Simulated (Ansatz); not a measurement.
# SrSbPt: a relaxation

Aim: a sound relaxation of SrSbPt. The structure is shown as the input types it.

Method: DFT, LDA, PAW with Ansatz's default frozen-core files, scalar-relativistic (as first typed), in Ansatz 0.2.0.

## 1. Starting point

It takes space group P-6m2 (No. 187, hexagonal). The conventional cell has a = 4.415 Å, b = 4.415 Å, c = 4.545 Å, α = 90.00°, β = 90.00°, γ = 120.00°. Sr (site symmetry -6m2) is surrounded by 6 Sb at 3.42 Å and 6 Pt at 3.42 Å. Around Sb (site symmetry -6m2) lie 3 Pt at 2.55 Å. Pt (site symmetry -6m2) has 3 Sb at 2.55 Å as nearest neighbours.

Structure file:

```
Sr Sb Pt
1.0
     4.41516    0.00000    0.00000
    -2.20758    3.82364    0.00000
     0.00000    0.00000    4.54526
Sr Sb Pt
1 1 1
Direct
  0.00000 0.00000 0.00000
  0.66667 0.33333 0.50000
  0.33333 0.66667 0.50000
```

## 2. Input and run

The input, input.yaml:

```yaml
crystal:
  lattice:
    - [4.4151647605, 0.0, 0.0]
    - [-2.2075823802, 3.8236448445, 0.0]
    - [0.0, 0.0, 4.5452604719]
  atoms:
    - { symbol: Sr, position: [0.0, 0.0, 0.0] }
    - { symbol: Sb, position: [0.6666666667, 0.3333333333, 0.5] }
    - { symbol: Pt, position: [0.3333333333, 0.6666666667, 0.5] }
kpoints:
  mp_grid: { grid: [9, 9, 7] }
scf:
  occupations: { method: fermi_dirac, width: 0.05 }
  max_iter: 50
hamiltonian:
  xc: lda
  pseudopotentials: { kind: paw }
output:
  forces: true
  stress: true
  efg: { contact_densities: true }
relax:
  f_tol: 0.005
  max_steps: 80
  cell: {}
basis:
  ecutwfc: "120 eV"
```

Started as:

```console
$ ansatz run input.yaml --threads 1 --pin off --max-ram 3072MiB --backend cpu --events-out ev --progress --plain --runs-dir out
```

What happens when this is run?

The relaxation ended unconverged: on a basis chosen afresh at the relaxed cell, the thresholds were not met. Its message: «variable-cell relaxation did not converge after 80 `relax_step` rows, as none of its last 24 fresh-basis SCF(s) at a relaxed cell met both thresholds with a finite energy. The last misses `relax.cell.stress_tol`: largest allowed force component 3.31e-16 eV/Å (`relax.f_tol` 5.00e-3 eV/Å) ...»

In the input, basis.ecutwfc is 120 eV. The basis cutoff is far too low: the plane waves can't represent the orbitals near the cores. The potentials' recommended cutoff is 420 eV.

What to do: delete basis.ecutwfc (the default then holds).
